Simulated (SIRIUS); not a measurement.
# NiMoIrPdW (P3m1) in SIRIUS: convergence with smearing width, part 2 of 2

SIRIUS 7.12.0. Earlier steps stand in the parts before.

## 5. With smearing width 0.05 eV

File sirius.json:

```json
{
  "control": {
    "processing_unit": "cpu",
    "std_evp_solver_name": "lapack",
    "gen_evp_solver_name": "lapack",
    "verbosity": 2,
    "print_forces": true,
    "ortho_rf": true,
    "use_second_variation": true,
    "rmt_max": 3.0,
    "num_bands_to_print": 24,
    "save_wf": true
  },
  "parameters": {
    "electronic_structure_method": "full_potential_lapwlo",
    "xc_functionals": ["XC_LDA_X", "XC_LDA_C_PW"],
    "core_relativity": "dirac",
    "valence_relativity": "iora",
    "num_fv_states": 85,
    "smearing": "fermi_dirac",
    "smearing_width": 0.0018374661,
    "pw_cutoff": 20,
    "gk_cutoff": 3.86,
    "lmax_apw": 11,
    "lmax_rho": 8,
    "lmax_pot": 8,
    "num_mag_dims": 1,
    "auto_rmt": 0,
    "ngridk": [4, 4, 1],
    "shiftk": [0, 0, 0],
    "num_dft_iter": 80,
    "energy_tol": 1e-07,
    "density_tol": 1e-05,
    "use_symmetry": true
  },
  "settings": {"tol_ne": 1e-10},
  "iterative_solver": {"type": "exact"},
  "mixer": {"type": "anderson", "beta": 0.4, "max_history": 8},
  "unit_cell": {
    "lattice_vectors": [[5.2171180903, -0.0, -0.0], [-2.6085590452, 4.5181461914, 0.0], [-0.0, 0.0, 21.4304580136]],
    "atom_types": ["Ir", "Mo", "Ni", "Pd", "W"],
    "atom_files": {"Ir": "Ir.json", "Mo": "Mo.json", "Ni": "Ni.json", "Pd": "Pd.json", "W": "W.json"},
    "atoms": {
      "Ir": [[0.0, 0.0, 0.10604, 0.0, 0.0, 0.6]],
      "Mo": [[0.66667, 0.33333, 0.29425, 0.0, 0.0, 1.0]],
      "Ni": [[0.0, 0.0, 0.70917, 0.0, 0.0, 1.0]],
      "Pd": [[0.66667, 0.33333, 0.89901, 0.0, 0.0, 0.0]],
      "W": [[0.66667, 0.33333, 0.52921, 0.0, 0.0, 0.0]]
    }
  }
}
```

Ir.json is that of step 4.

Mo.json is that of step 4.

Ni.json is that of step 4.

Pd.json is that of step 4.

W.json is that of step 4.

File sirius_start.json:

```json
{
  "control": {
    "processing_unit": "cpu",
    "std_evp_solver_name": "lapack",
    "gen_evp_solver_name": "lapack",
    "verbosity": 1,
    "print_forces": false,
    "ortho_rf": true,
    "use_second_variation": true,
    "rmt_max": 3.0,
    "num_bands_to_print": 24,
    "save_wf": false
  },
  "parameters": {
    "electronic_structure_method": "full_potential_lapwlo",
    "xc_functionals": ["XC_LDA_X", "XC_LDA_C_PW"],
    "core_relativity": "dirac",
    "valence_relativity": "iora",
    "num_fv_states": 85,
    "smearing": "fermi_dirac",
    "smearing_width": 0.0055123983,
    "pw_cutoff": 20,
    "gk_cutoff": 3.09,
    "lmax_apw": 11,
    "lmax_rho": 8,
    "lmax_pot": 8,
    "num_mag_dims": 1,
    "auto_rmt": 0,
    "ngridk": [2, 2, 1],
    "shiftk": [0, 0, 0],
    "num_dft_iter": 30,
    "energy_tol": 0.01,
    "density_tol": 0.05,
    "use_symmetry": true
  },
  "settings": {"tol_ne": 1e-10},
  "iterative_solver": {"type": "exact"},
  "mixer": {"type": "anderson", "beta": 0.4, "max_history": 8},
  "unit_cell": {
    "lattice_vectors": [[5.2171180903, -0.0, -0.0], [-2.6085590452, 4.5181461914, 0.0], [-0.0, 0.0, 21.4304580136]],
    "atom_types": ["Ir", "Mo", "Ni", "Pd", "W"],
    "atom_files": {"Ir": "Ir.json", "Mo": "Mo.json", "Ni": "Ni.json", "Pd": "Pd.json", "W": "W.json"},
    "atoms": {
      "Ir": [[0.0, 0.0, 0.10604, 0.0, 0.0, 0.6]],
      "Mo": [[0.66667, 0.33333, 0.29425, 0.0, 0.0, 1.0]],
      "Ni": [[0.0, 0.0, 0.70917, 0.0, 0.0, 1.0]],
      "Pd": [[0.66667, 0.33333, 0.89901, 0.0, 0.0, 0.0]],
      "W": [[0.66667, 0.33333, 0.52921, 0.0, 0.0, 0.0]]
    }
  }
}
```

Launch:

```console
$ OMP_NUM_THREADS=2 sirius.scf --input=sirius_start.json --output=start.json
$ OMP_NUM_THREADS=2 sirius.scf --input=sirius.json --output=output.json --task=1
```

Wall time 18 min (2 threads of Intel Xeon Platinum 8488C (Sapphire Rapids), shared host); peak memory 1.2 GiB.

Results:

```yaml
Free_energy: -1213925.4766 eV
Largest_force: 0.466 eV/Å
Band_gap_on_the_k_mesh: none (metal or under the smearing width)
Net_moment: 0.00 μB per cell
All_electrons_inside_the_program's_atomic_spheres: Ni 27.01; Mo 40.15; Pd 44.68; Ir 75.60; W 72.16 (radii Ir 2.52, Mo 2.43, Ni 2.28, Pd 2.43, W 2.52 bohr)
```

## 6. With smearing width 0.025 eV

Changes to sirius.json since step 5:

```diff
@@ -20,3 +20,3 @@
     "smearing": "fermi_dirac",
-    "smearing_width": 0.0018374661,
+    "smearing_width": 0.0009187331,
     "pw_cutoff": 20,
```

Ir.json is that of step 5.

Mo.json is that of step 5.

Ni.json is that of step 5.

Pd.json is that of step 5.

W.json is that of step 5.

sirius_start.json is that of step 5.

Potentials or basis: all-electron FP-LAPW, apw+lo standard.

Launch:

```console
$ OMP_NUM_THREADS=2 sirius.scf --input=sirius_start.json --output=start.json
$ OMP_NUM_THREADS=2 sirius.scf --input=sirius.json --output=output.json --task=1
```

Run time: 16 min. Hardware: 2 threads of Intel Xeon Platinum 8488C (Sapphire Rapids), shared host; peak memory 1.2 GiB.

Results (log left out):

```
Free energy                                       : -1213925.4416 eV
Largest force                                     : 0.462 eV/Å
Band gap on the k mesh                            : none (metal or under the smearing width)
Net moment                                        : 0.00 μB per cell
All electrons inside the program's atomic spheres : Ni 27.01; Mo 40.15; Pd 44.68; Ir 75.60; W 72.16 (radii Ir 2.52, Mo 2.43, Ni 2.28, Pd 2.43, W 2.52 bohr)
```

## 7. With smearing width 0.01 eV

Changes to sirius.json since step 6:

```diff
@@ -20,3 +20,3 @@
     "smearing": "fermi_dirac",
-    "smearing_width": 0.0009187331,
+    "smearing_width": 0.0003674932,
     "pw_cutoff": 20,
```

Ir.json is that of step 6.

Mo.json is that of step 6.

Ni.json is that of step 6.

Pd.json is that of step 6.

W.json is that of step 6.

sirius_start.json is that of step 6.

Launch:

```console
$ OMP_NUM_THREADS=2 sirius.scf --input=sirius_start.json --output=start.json
$ OMP_NUM_THREADS=2 sirius.scf --input=sirius.json --output=output.json --task=1
```

Wall time 9.5 min (2 threads of Intel Xeon Platinum 8488C (Sapphire Rapids), shared host).

The calculation hadn't finished when its time ran out.

## 8. Summary

| smearing width | energy less the tightest run, at zero smearing (meV/atom) | largest force (eV/Å) | SCF cycles | CPU time (s) | peak memory (GiB) |
| --- | --- | --- | --- | --- | --- |
| 0.3 eV | -30.51 | 0.204 | 48 | 1500 | 1.2 |
| 0.2 eV | -16.27 | 0.279 | 41 | 1400 | 1.2 |
| 0.1 eV | -5.16 | 0.441 | 43 | 1400 | 1.2 |
| 0.05 eV | -1.36 | 0.466 | 67 | 1800 | 1.2 |
| 0.025 eV | 0.00 | 0.462 | 60 | 1700 | 1.2 |
| 0.01 eV | timed out after 570 s | - | - | - | - |

Against the tightest run, the largest force stays within 0.005 eV/Å from 0.05 eV on. Not settled before the last step: the energy (to 1 meV/atom). Narrower smearing needs a denser k mesh, so at a fixed mesh the narrowest width isn't the most accurate. The tightest run that finished is the yardstick and may itself not be fully converged.

Caveats: all runs use coarse meshes.
